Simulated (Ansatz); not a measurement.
# HfCl4F: the cost of one run

Computed with Ansatz 0.2.0 (DFT PBE, scalar-relativistic, plane waves, PAW, unless a step's input says otherwise).

### Step 1. Starting point

It takes space group F-43m (No. 216, cubic). Conventional cell: a = 8.179 Å, b = 8.179 Å, c = 8.179 Å, α = 90.00°, β = 90.00°, γ = 90.00°. Around Hf (site symmetry -43m) lie 12 Cl at 3.39 Å and 4 F at 3.54 Å. Cl (site symmetry 3m) has 6 Cl at 2.86 to 2.92 Å and 3 Hf at 3.39 Å as nearest neighbours. Around F (site symmetry -43m) lie 12 Cl at 3.39 Å and 4 Hf at 3.54 Å.

Coordinates:

```cif
data_structure
_symmetry_space_group_name_H-M 'P 1'
_symmetry_Int_Tables_number 1
_cell_length_a 5.7838
_cell_length_b 5.7838
_cell_length_c 5.7838
_cell_angle_alpha 60.000
_cell_angle_beta 60.000
_cell_angle_gamma 60.000
_cell_volume 136.81
loop_
_atom_site_label
_atom_site_type_symbol
_atom_site_fract_x
_atom_site_fract_y
_atom_site_fract_z
_atom_site_occupancy
Hf1 Hf 0.25000 0.25000 0.25000 1
Cl1 Cl 0.87617 0.37148 0.87617 1
Cl2 Cl 0.87617 0.87617 0.37148 1
Cl3 Cl 0.87617 0.87617 0.87617 1
Cl4 Cl 0.37148 0.87617 0.87617 1
F1 F 0.50000 0.50000 0.50000 1
```

The cell is invented: species swapped into a database cell of DyCdNi4 (F-43m, No. 216), with F on the Dy sites, Hf on the Cd sites and Cl on the Ni sites. The dimensions are guesses.

### Step 2. A first look at the guess

input.yaml reads:

```yaml
crystal:
  lattice:
    - [0.0, 4.08973421, 4.08973421]
    - [4.08973421, 0.0, 4.08973421]
    - [4.08973421, 4.08973421, 0.0]
  atoms:
    - { symbol: Hf, position: [0.25, 0.25, 0.25] }
    - { symbol: Cl, position: [0.87617178, 0.37148467, 0.87617178] }
    - { symbol: Cl, position: [0.87617178, 0.87617178, 0.37148467] }
    - { symbol: Cl, position: [0.87617178, 0.87617178, 0.87617178] }
    - { symbol: Cl, position: [0.37148467, 0.87617178, 0.87617178] }
    - { symbol: F, position: [0.5, 0.5, 0.5] }
basis:
  ecutwfc: 420
kpoints:
  mp_grid: { grid: [4, 4, 4] }
hamiltonian:
  xc: pbe
scf:
  occupations: { method: gaussian, width: 0.1 }
  lower_state_search: "off"
output:
  forces: true
  stress: true
  eigenvalues: true
```

On the command line:

```sh
> ansatz run input.yaml --threads 1 --pin off --max-ram 2560MiB --backend cpu --events-out ev --progress --plain --runs-dir out
```

What time and memory should one allow on 1 thread of Intel Xeon Platinum 8259CL at 2.50GHz (Skylake/Cascade Lake), shared host?

About 3.4 s, with a peak of 0.42 GiB.
